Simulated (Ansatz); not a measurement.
# TiAl4Ni3: the cost of one run

Program: Ansatz 0.2.0. Level of theory: DFT PBE, scalar-relativistic, plane waves, PAW. These are calculated values, not measurements.

## (1) The system as given

The structure is tetragonal, space group P4/mmm (No. 123). Conventional cell: a = 4.228 Å, b = 4.228 Å, c = 5.979 Å, α = 90.00°, β = 90.00°, γ = 90.00°. Ti (site symmetry 4/mmm) has 8 Al at 2.59 Å as nearest neighbours. Al (site symmetry 2mm) is surrounded by 2 Ti at 2.59 Å and 6 Ni at 2.59 Å. Around Ni (site symmetry 4/mmm) lie 8 Al at 2.59 Å.

Structure file:

```
Ti Al Ni
1.0
     4.22807    0.00000    0.00000
     0.00000    4.22807    0.00000
     0.00000    0.00000    5.97939
Ti Al Ni
1 4 3
Cartesian
  2.1140 2.1140 2.9897
  2.1140 0.0000 4.4845
  0.0000 2.1140 4.4845
  2.1140 0.0000 1.4948
  0.0000 2.1140 1.4948
  0.0000 0.0000 0.0000
  2.1140 2.1140 0.0000
  0.0000 0.0000 2.9897
```

The start is an ordering of an alloy on its end members' structure types: elements ordered on the sites of the AlNi type, Ti/Ni on Ni (P4/mmm, No. 123).

## (2) The guess as it stands, on a coarse mesh

Contents of input.yaml:

```yaml
crystal:
  lattice:
    - [4.22806569, 0.0, 0.0]
    - [0.0, 4.22806569, 0.0]
    - [0.0, 0.0, 5.97938784]
  atoms:
    - { symbol: Ti, position: [0.5, 0.5, 0.5] }
    - { symbol: Al, position: [0.5, 0.0, 0.75] }
    - { symbol: Al, position: [0.0, 0.5, 0.75] }
    - { symbol: Al, position: [0.5, 0.0, 0.25] }
    - { symbol: Al, position: [0.0, 0.5, 0.25] }
    - { symbol: Ni, position: [0.0, 0.0, 0.0], spin: 2.0 }
    - { symbol: Ni, position: [0.5, 0.5, 0.0], spin: -2.0 }
    - { symbol: Ni, position: [0.0, 0.0, 0.5], spin: -2.0 }
basis:
  ecutwfc: 420
kpoints:
  mp_grid: { grid: [4, 4, 4] }
hamiltonian:
  xc: pbe
scf:
  occupations: { method: gaussian, width: 0.1 }
  lower_state_search: "off"
output:
  forces: true
  stress: true
  eigenvalues: true
  populations: true
magnetization:
  spin_polarized: true
```

Run with:

```bash
$ ansatz run input.yaml --threads 1 --pin off --max-ram 2560MiB --backend cpu --events-out ev --progress --plain --runs-dir out
```

**Question.** How long does this run take on 1 thread of Intel Xeon at 2.50GHz (Skylake/Cascade Lake), shared host, and how much memory does it need?

About 57 s, with a peak of 0.51 GiB.
